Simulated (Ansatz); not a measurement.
# C6H8Si: the cost of one run

Program: Ansatz 0.2.0. Level of theory: the levels named in each step. These are calculated values, not measurements.

## (1) The structure to begin with

Bond lengths (14 of 15 bonds, heavy atoms first): Si1–C2 1.887 Å, C2–C3 1.392 Å, C3–C4 1.384 Å, C4–C5 1.384 Å, C5–C6 1.385 Å, C2–C7 1.393 Å, C6–C7 1.383 Å, Si1–H8 1.467 Å, Si1–H9 1.463 Å, Si1–H10 1.464 Å, C3–H11 1.081 Å, C4–H12 1.081 Å, C5–H13 1.080 Å, C6–H14 1.081 Å. Angles (14 of 24 angles, heavy atoms first): Si1–C2–C3 121.7°, Si1–C2–C7 120.5°, C3–C2–C7 117.8°, C2–C3–C4 121.2°, C3–C4–C5 120.0°, C4–C5–C6 119.7°, C5–C6–C7 119.9°, C2–C7–C6 121.3°, C2–Si1–H8 109.2°, C2–Si1–H9 108.9°, C2–Si1–H10 109.5°, C2–C3–H11 119.3°, C4–C3–H11 119.4°, C3–C4–H12 120.0°.

As a file:

```xyz
15

Si    2.3462   -0.0178    0.2155
C     0.4678   -0.0120    0.0384
C    -0.2525   -1.1889   -0.1423
C    -1.6306   -1.1751   -0.2644
C    -2.3188    0.0246   -0.2072
C    -1.6204    1.2076   -0.0307
C    -0.2431    1.1844    0.0902
H     2.9339    0.7882   -0.8598
H     2.8249   -1.3992    0.1522
H     2.7163    0.5569    1.5100
H     0.2752   -2.1317   -0.1872
H    -2.1704   -2.1014   -0.4023
H    -3.3953    0.0381   -0.2988
H    -2.1524    2.1475    0.0142
H     0.2939    2.1129    0.2285
```

## (2) A rough first relaxation, PBE-D4/def2-SVP

This run stands in another session on the same molecule. It ended at:

```xyz
15

Si    2.3540   -0.0188    0.2175
C     0.4737   -0.0093    0.0443
C    -0.2509   -1.2075   -0.1393
C    -1.6489   -1.1926   -0.2670
C    -2.3464    0.0236   -0.2127
C    -1.6420    1.2250   -0.0309
C    -0.2459    1.2065    0.0969
H     2.9989    0.7955   -0.8737
H     2.8580   -1.4339    0.1357
H     2.7734    0.5754    1.5366
H     0.2839   -2.1698   -0.1833
H    -2.1970   -2.1368   -0.4083
H    -3.4426    0.0364   -0.3118
H    -2.1851    2.1816    0.0131
H     0.2915    2.1586    0.2393
```

## (3) Relaxation, HF/STO-3G

input.yaml reads:

```yaml
crystal:
  periodic: [false, false, false]
  atoms:
    - { symbol: Si, position_ang: [2.35401508, -0.01877393, 0.21750131] }
    - { symbol: C, position_ang: [0.47367889, -0.00930732, 0.04425259] }
    - { symbol: C, position_ang: [-0.25092161, -1.20745878, -0.13926035] }
    - { symbol: C, position_ang: [-1.6489435, -1.19262837, -0.26700957] }
    - { symbol: C, position_ang: [-2.34638776, 0.02358179, -0.21271289] }
    - { symbol: C, position_ang: [-1.6420289, 1.22499024, -0.0309268] }
    - { symbol: C, position_ang: [-0.24586605, 1.20652859, 0.09694791] }
    - { symbol: H, position_ang: [2.99889579, 0.79550572, -0.87373434] }
    - { symbol: H, position_ang: [2.85800858, -1.43388034, 0.13571083] }
    - { symbol: H, position_ang: [2.77344915, 0.57539986, 1.53655851] }
    - { symbol: H, position_ang: [0.2838896, -2.16978729, -0.18325815] }
    - { symbol: H, position_ang: [-2.19704943, -2.13682269, -0.40825412] }
    - { symbol: H, position_ang: [-3.44261985, 0.03643651, -0.3117847] }
    - { symbol: H, position_ang: [-2.18510492, 2.18156462, 0.01309111] }
    - { symbol: H, position_ang: [0.29149494, 2.15863139, 0.23931866] }
basis:
  gaussian: { orbitals: STO-3G }
hamiltonian:
  xc: hf
relax:
  f_tol: 0.004
  max_steps: 150
```

The run is started by

```bash
ansatz run input.yaml --threads 4 --pin off --max-ram 10240MiB --backend cpu --events-out ev --progress --plain --runs-dir out
```

What time and memory should one allow on 4 threads of Intel Xeon at 2.10GHz (Emerald Rapids), shared host?

About 8.1 s, with a peak of 0.12 GiB.
